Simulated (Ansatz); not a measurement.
# FePt3: the cost of one run

Program: Ansatz 0.2.0. Level of theory: DFT PBE, scalar-relativistic, plane waves, PAW, unless a step names another level. These are calculated values, not measurements.

1 further run of the same task is left out (set aside as unsound or not needed).

**1. The structure to begin with**

The structure is hexagonal, space group P-6m2 (No. 187). Conventional cell: a = 2.749 Å, b = 2.749 Å, c = 9.141 Å, α = 90.00°, β = 90.00°, γ = 120.00°. Around Fe (site symmetry -6m2) lie 6 Pt at 2.64 Å and 6 Fe at 2.75 Å. Pt (site symmetry -6m2) is surrounded by 12 Pt at 2.75 to 2.93 Å. Pt (site symmetry 3m) has 3 Fe at 2.64 Å and 9 Pt at 2.75 to 2.93 Å as nearest neighbours.

Structure file:

```cif
data_structure
_symmetry_space_group_name_H-M 'P-6m2'
_symmetry_Int_Tables_number 187
_cell_length_a 2.7492
_cell_length_b 2.7492
_cell_length_c 9.1406
_cell_angle_alpha 90.000
_cell_angle_beta 90.000
_cell_angle_gamma 120.000
_cell_volume 59.83
loop_
_atom_site_label
_atom_site_type_symbol
_atom_site_symmetry_multiplicity
_atom_site_Wyckoff_symbol
_atom_site_fract_x
_atom_site_fract_y
_atom_site_fract_z
_atom_site_occupancy
Fe1 Fe 1 f 0.66667 0.33333 0.50000 1
Pt1 Pt 1 e 0.66667 0.33333 0.00000 1
Pt2 Pt 2 h 0.33333 0.66667 0.73108 1
```

It is the end of an earlier relaxation with the same method, from a generated guess; it needn't be the stable form of this composition. At a tolerance of 0.05 Å it has space group P-6m2 (No. 187); it has 14.96 Å³/atom, an uncorrected energy of -0.11 eV/atom over the elements and, on its mesh, gap none (metal).

**2. Strained cells: the elastic tensor**

input.yaml

```yaml
crystal:
  lattice:
    - [2.7510172811, 0.0, 0.0]
    - [-1.3755086405, 2.3824508517, 0.0]
    - [0.0, 0.0, 9.1284612951]
  atoms:
    - { symbol: Fe, position: [0.6666666667, 0.3333333333, 0.5], spin: 3.31 }
    - { symbol: Pt, position: [0.6666666667, 0.3333333333, 0.0] }
    - { symbol: Pt, position: [0.3333333333, 0.6666666667, 0.7312344184], spin: 0.32 }
    - { symbol: Pt, position: [0.3333333333, 0.6666666667, 0.2687655816], spin: 0.32 }
basis:
  ecutwfc: 420
kpoints:
  mp_grid: { grid: [18, 18, 6] }
hamiltonian:
  xc: pbe
scf:
  occupations: { method: gaussian, width: 0.2 }
output:
  forces: true
  stress: true
  eigenvalues: true
  populations: true
magnetization:
  spin_polarized: true
elastic:
  mode: relaxed_ion
  amplitude: 0.005
  stencil: two_point
```

The run is started by

```bash
> ansatz run input.yaml --threads 4 --pin off --max-ram 8192MiB --backend cpu --events-out ev --progress --plain --runs-dir out
```

What time and memory should one allow on 4 threads of Intel Xeon 6975P-C (Granite Rapids), shared host?

About 11 min, with a peak of 2.4 GiB.
